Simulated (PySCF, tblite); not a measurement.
# n-tert-butylformamide (C5H11NO): geometry, infrared bands and NMR shifts

What infrared bands and NMR shifts should n-tert-butylformamide (C5H11NO) (`CC(C)(C)NC=O`) show?

The runs use tblite 0.8.0 and PySCF 2.14.0, with density-fitted response routines of our own; the level of theory stands in each step. All values are computed, except where a source is named. Atoms count from 0, in the outputs and in this text.

## Step 1: Starting geometry

18 atoms, charge 0, multiplicity 1; geometry from: force field or distance geometry start.

Bonds of the start (Å): C0–C1 1.54, C1–C2 1.53, C1–C3 1.54, C1–N4 1.47, N4–C5 1.37, C5–O6 1.22, C0–H7 1.10, C0–H8 1.10, C0–H9 1.09, C2–H10 1.11, C2–H11 1.09, C2–H12 1.09, C3–H13 1.09, C3–H14 1.10, C3–H15 1.10, N4–H16 1.02, C5–H17 1.11.

## Step 2: Geometry optimisation with GFN2-xTB

The job: settings as JSON, then the geometry in Å.

```
{"job": {"kind": "relax", "xc": "GFN2-xTB", "basis": "xTB"}, "charge": 0, "multiplicity": 1}
C     -0.435900     0.387000     1.429900
C     -0.176600     0.174100    -0.075300
C     -1.035400    -0.981500    -0.594300
C     -0.547500     1.464300    -0.831100
N      1.252000    -0.103600    -0.296700
C      1.941300    -1.168700     0.207100
O      1.506700    -2.044500     0.929400
H      0.200100     1.189200     1.838200
H     -1.483100     0.672200     1.605900
H     -0.255700    -0.514400     2.023200
H     -2.113400    -0.744700    -0.500300
H     -0.869200    -1.915800    -0.054900
H     -0.844200    -1.168200    -1.647100
H     -0.363100     1.347600    -1.901400
H     -1.606400     1.720200    -0.679800
H      0.050600     2.308000    -0.465000
H      1.771000     0.544300    -0.887300
H      3.000100    -1.159100    -0.112200
```

Started as:

```bash
$ OMP_NUM_THREADS=1 python probes_run.py task.json out
```

This one command runs all jobs of the session in turn.

**Question.** This job is followed by: GFN2-xTB harmonic vibrations, gas phase; GIAO PBE0/pcSseg-1 NMR shielding, non-relativistic, gas phase. Predict these results of the whole session: strongest single infrared mode (GFN2-xTB); zero-point energy (GFN2-xTB); 13C shifts against TMS (PBE0/pcSseg-1, means over atoms taken as alike); 1H shifts against TMS (PBE0/pcSseg-1, means over atoms taken as alike); 15N shifts against NH3 (PBE0/pcSseg-1); 17O shifts against H2O (PBE0/pcSseg-1).

**Answer**, as computed:

```
                                                               quantity                  value
                              strongest single infrared mode (GFN2-xTB)  1773 cm⁻¹, 539 km/mol
                                           zero-point energy (GFN2-xTB)          97.5 kcal/mol
13C shifts against TMS (PBE0/pcSseg-1, means over atoms taken as alike)  161.4, 52.0, 29.4 ppm
 1H shifts against TMS (PBE0/pcSseg-1, means over atoms taken as alike)   8.23, 4.49, 1.45 ppm
                                 15N shifts against NH3 (PBE0/pcSseg-1)              160.3 ppm
                                 17O shifts against H2O (PBE0/pcSseg-1)              427.5 ppm
```

In words: The optimisation took 38 steps and gained 0.082 eV; among the close pairs (by a distance rule), N4–C5 changed most, from 1.365 to 1.343 Å. All 48 modes are real, so the xTB geometry is a minimum. The strongest single mode, at 1773 cm⁻¹, moves mainly C5 and O6. GFN2-xTB is a fitted tight-binding method: band positions and strengths are rough. Its intensities can rank the bands wrongly. At PBE0/pcSseg-1: The widest tensor belongs to O6: span 750 ppm, with a paramagnetic part of -494 ppm.
